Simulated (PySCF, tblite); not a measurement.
**1,1,2,2,3-pentafluoropropane (C3H3F5): geometry, infrared bands and NMR shifts**

Wanted: the infrared bands and NMR shifts of 1,1,2,2,3-pentafluoropropane (C3H3F5) (`FCC(F)(F)C(F)F`), by calculation.

Computed with tblite 0.8.0 and PySCF 2.14.0, with density-fitted response routines of our own, on a single molecule in the gas phase. Atoms count from 0, in the outputs and in this text.

## 1. Starting geometry

11 atoms, charge 0, multiplicity 1; geometry from: force field or distance geometry start.

Bonds of the start (Å): F0–C1 1.35, C1–C2 1.53, C2–F3 1.35, C2–F4 1.37, C2–C5 1.51, C5–F6 1.36, C5–F7 1.35, C1–H8 1.09, C1–H9 1.10, C5–H10 1.09.

## 2. Relaxing the molecule with GFN2-xTB

What the job is given:

```
{"job": {"kind": "relax", "xc": "GFN2-xTB", "basis": "xTB"}, "charge": 0, "multiplicity": 1}
F     -1.526600     1.187900    -0.308500
C     -1.232400    -0.129200    -0.391600
C      0.020100    -0.431700     0.440100
F      0.334800    -1.733700     0.276100
F     -0.270800    -0.256800     1.765400
C      1.156700     0.470500     0.018000
F      2.300000     0.142100     0.684300
F      1.443800     0.324800    -1.298100
H     -1.082400    -0.398500    -1.433700
H     -2.088700    -0.697200     0.004400
H      0.950900     1.524500     0.217600
```

Launch:

```bash
$ OMP_NUM_THREADS=1 python probes_run.py task.json out
```

One launch serves the whole session: the jobs run in the order shown.

**Question.** This job is followed by: GFN2-xTB harmonic vibrations, gas phase; GIAO PBE0/pcSseg-1 NMR shielding, non-relativistic, gas phase. What will the session give for the following? strongest single infrared mode (GFN2-xTB); zero-point energy (GFN2-xTB); 13C shifts against TMS (PBE0/pcSseg-1); 1H shifts against TMS (PBE0/pcSseg-1, means over atoms taken as alike); 19F shifts against CFCl3 (PBE0/pcSseg-1, means over atoms taken as alike); surface potential, 1st and 99th percentile.

**Answer**, as computed:

| quantity | value |
| --- | --- |
| strongest single infrared mode (GFN2-xTB) | 1086 cm⁻¹, 172 km/mol |
| zero-point energy (GFN2-xTB) | 38.8 kcal/mol |
| 13C shifts against TMS (PBE0/pcSseg-1) | 122.5, 117.1, 86.6 ppm |
| 1H shifts against TMS (PBE0/pcSseg-1, means over atoms taken as alike) | 6.42, 5.11 ppm |
| 19F shifts against CFCl3 (PBE0/pcSseg-1, means over atoms taken as alike) | -148.2, -162.9, -276.9 ppm |
| surface potential, 1st and 99th percentile | -0.61 V and 1.40 V |

What this shows: Over 40 steps the energy fell by 0.056 eV; of the close pairs, C2–C5 changed most, 1.511 to 1.548 Å. No mode is imaginary among the 27: a minimum at this level. The strongest single mode, at 1086 cm⁻¹, is spread over several atoms, C5, F6, C2, C1 among them. GFN2-xTB is a fitted tight-binding method: band positions and strengths are rough. Its intensities can rank the bands wrongly. The most deshielded hydrogen is H10 (hydrogen on an sp3 CH bonded to 2 F), at 6.42 ppm: its carbon carries F, which withdraws density. At PBE0/pcSseg-1: The largest span, 199 ppm, is at F6, F7, where the paramagnetic term is -136 ppm.
